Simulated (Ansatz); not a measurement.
# CH₄OSe (SMILES C[Se]O): single points off equilibrium

The task here is to estimate one member of a computed series from the others.

The runs use Ansatz 0.2.0, Gaussian basis; single points in def2-TZVPP.

Cores are frozen in the correlated methods. Filled d shells of the heavier atoms are correlated.

## The starting structure

SMILES `C[Se]O`, 7 atoms, charge 0, spin multiplicity 1.

Atoms are counted from 1 here; the program's logs count them from 0.

Bond lengths: C1–Se2 2.028 Å, C1–H4 0.986 Å, C1–H5 1.104 Å, C1–H6 1.121 Å, Se2–O3 1.928 Å, O3–H7 1.051 Å. Angles: Se2–C1–H4 103.7°, Se2–C1–H5 101.3°, Se2–C1–H6 118.7°, H4–C1–H5 100.0°, H4–C1–H6 119.4°, H5–C1–H6 110.8°, C1–Se2–O3 95.2°, Se2–O3–H7 103.2°.

Geometry (Å):

```xyz
7

C    -0.79140    0.43230   -0.26860
Se    1.23100    0.50440   -0.40560
O     1.52460   -1.20370    0.43840
H    -1.03350   -0.35750   -0.80680
H    -1.08400    1.23620   -0.96680
H    -1.26960    0.58280    0.73450
H     1.68360   -0.94880    1.44520
```

Set-up of the first run:

File run/in.yaml:

```yaml
crystal:
  periodic: [false, false, false]
  atoms:
    - {symbol: C, position_ang: [-0.791400, 0.432300, -0.268600]}
    - {symbol: Se, position_ang: [1.231000, 0.504400, -0.405600]}
    - {symbol: O, position_ang: [1.524600, -1.203700, 0.438400]}
    - {symbol: H, position_ang: [-1.033500, -0.357500, -0.806800]}
    - {symbol: H, position_ang: [-1.084000, 1.236200, -0.966800]}
    - {symbol: H, position_ang: [-1.269600, 0.582800, 0.734500]}
    - {symbol: H, position_ang: [1.683600, -0.948800, 1.445200]}
basis:
  gaussian: {orbitals: def2-TZVPP}
correlation: {method: ccsd_t}
output: {forces: true}
```

No record of the launch command was kept for these runs.

Among the steps run: CCSD(T)/def2-TZVPP; PBE0-D4/def2-TZVPP; wB97M-V/def2-TZVPP; r2SCAN-D4/def2-TZVPP; PBE-D4/def2-TZVPP; revPBE-D4/def2-TZVPP; B97M-V/def2-TZVPP.

One of the session's tables, all rows but one given; the rest of the session is left out.

| method | RMS force component (eV/Å) | angle to CCSD(T) forces (°) | dipole (D) |
| --- | --- | --- | --- |
| CCSD(T) | 1.928 | reference | 2.01 |
| PBE0-D4 | 1.989 | 2.3 | 2.07 |
| wB97M-V | ? | ? | ? |
| r2SCAN-D4 | 1.903 | 0.7 | 2.03 |
| PBE-D4 | 1.843 | 5.8 | 1.93 |
| revPBE-D4 | 1.831 | 6.8 | 1.91 |
| B97M-V | 1.940 | 3.1 | 1.98 |

**Question.** Estimate the row for wB97M-V.

**Answer.** RMS force component (eV/Å): 1.966; angle to CCSD(T) forces (°): 3.0; dipole (D): 2.10. In the column «RMS force component (eV/Å)» it lies between B97M-V (1.940) and PBE0-D4 (1.989).
